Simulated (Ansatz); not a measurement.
# GeH3O (doublet): from Hartree-Fock to the top rungs at distance Ge1–O2 = 2.166 Å, cc-pVDZ

The task here is to estimate one member of a computed series from the others.

Program: Ansatz 0.2.0, Gaussian basis. Level of theory: cc-pVDZ, core rule «outside noble gas», up to 15 orbitals frozen. These are calculated values, not measurements.

The runs, in order: UHF; CCSD(T) on ROHF; CCSD(T) on UHF; BCCD(T) on ROHF; CISD; CCSDT(Q) on ROHF; CCSDT(Q) on UHF; CASSCF and MRCISD+Q, 3 electrons in 3 orbitals; CASSCF and NEVPT2, 3 electrons in 3 orbitals.

25 further runs of the same task are left out: 2 for a mislabelled method, 19 that didn't finish, 4 set aside as unsound or not needed.

## What is computed

The geometry derives from a PBE0/def2-TZVP stationary point (not a proven minimum). One bond is set to the value named and the two fragments are kept rigid. No spin-orbit coupling is included. The filled d shell of Ge may be among the frozen orbitals whatever the setting's name suggests; the logs give the count.

5 atoms, charge 0, spin multiplicity 2.

Atoms are counted from 1 here; the program's logs count them from 0.

Bond lengths: Ge1–O2 2.166 Å, Ge1–H3 1.557 Å, Ge1–H4 1.546 Å, O2–H5 0.960 Å. Angles: O2–Ge1–H3 109.0°, O2–Ge1–H4 103.7°, H3–Ge1–H4 111.8°, Ge1–O2–H5 112.6°.

Set-up of the first run:

Input file in.yaml:

```yaml
crystal:
  periodic: [false, false, false]
  atoms:
    - {symbol: Ge, position_ang: [-0.040072, -0.019199, 0.394192]}
    - {symbol: O, position_ang: [0.100436, 0.130992, -1.762021]}
    - {symbol: H, position_ang: [0.746475, -1.277521, 0.865924]}
    - {symbol: H, position_ang: [0.614477, 1.287856, 0.896241]}
    - {symbol: H, position_ang: [-0.067296, -0.705993, -2.201532]}
basis:
  gaussian: {orbitals: cc-pVDZ}
magnetization: {spin_polarized: true, initial_magnetization: 1}
hamiltonian: {xc: hf}
output: {orbitals: {seedname: orbitals}}
```

Launch:

```bash
$ ansatz run in.yaml --threads 1 --pin off --events-out ev --progress --plain --max-ram 2393MiB
```

Among the steps run: UHF; CCSD(T) on ROHF; CCSD(T) on UHF; BCCD(T) on ROHF; CISD; CCSDT(Q) on ROHF; CCSDT(Q) on UHF; CASSCF and MRCISD+Q, 3 electrons in 3 orbitals; CASSCF and NEVPT2, 3 electrons in 3 orbitals.

One table of the session follows, with a row left open; its other results are not shown here.

| method | from UCCSDT(Q) (kcal/mol) |
| --- | --- |
| ROHF | +199.69 |
| UHF | +198.36 |
| RMP2 | +21.46 |
| UMP2 | +21.73 |
| CISD | ? |
| RCCSD | +6.72 |
| UCCSD | +6.62 |
| RCCSD(T) | +1.53 |
| UCCSD(T) | +1.48 |
| BCCD(T) | +1.53 |
| RCCSDT | +0.83 |
| UCCSDT | +0.75 |
| RCCSDT(Q) | +0.21 |
| UCCSDT(Q) | 0 |
| CASSCF pair | +181.75 |
| NEVPT2 pair | +21.63 |
| MRCISD pair | +18.97 |
| MRCISD+Q pair | +3.52 |

Q: Estimate the row for CISD from the others.

**Answer.** from UCCSDT(Q) (kcal/mol): +22.94. In the column «from UCCSDT(Q) (kcal/mol)» it lies between UMP2 (+21.73) and CASSCF pair (+181.75).

Among the levels timed on like hardware and quicker than the yardstick, those that no quicker one beats, quickest first: NEVPT2 pair (2.5 s, +21.63 kcal/mol); MRCISD+Q pair (2.8 s, +3.52 kcal/mol); RCCSD(T) (4.5 s, +1.53 kcal/mol); UCCSD(T) (7 s, +1.48 kcal/mol).

Caveats from the session: Of the multireference levels listed MRCISD+Q pair comes nearest in total energy (+3.52 kcal/mol), which doesn't show that its space is the better one. Restricted and unrestricted rows rest on different reference determinants; where their highest levels disagree by more than a few hundredths of an eV, they describe different states and don't form one ladder.
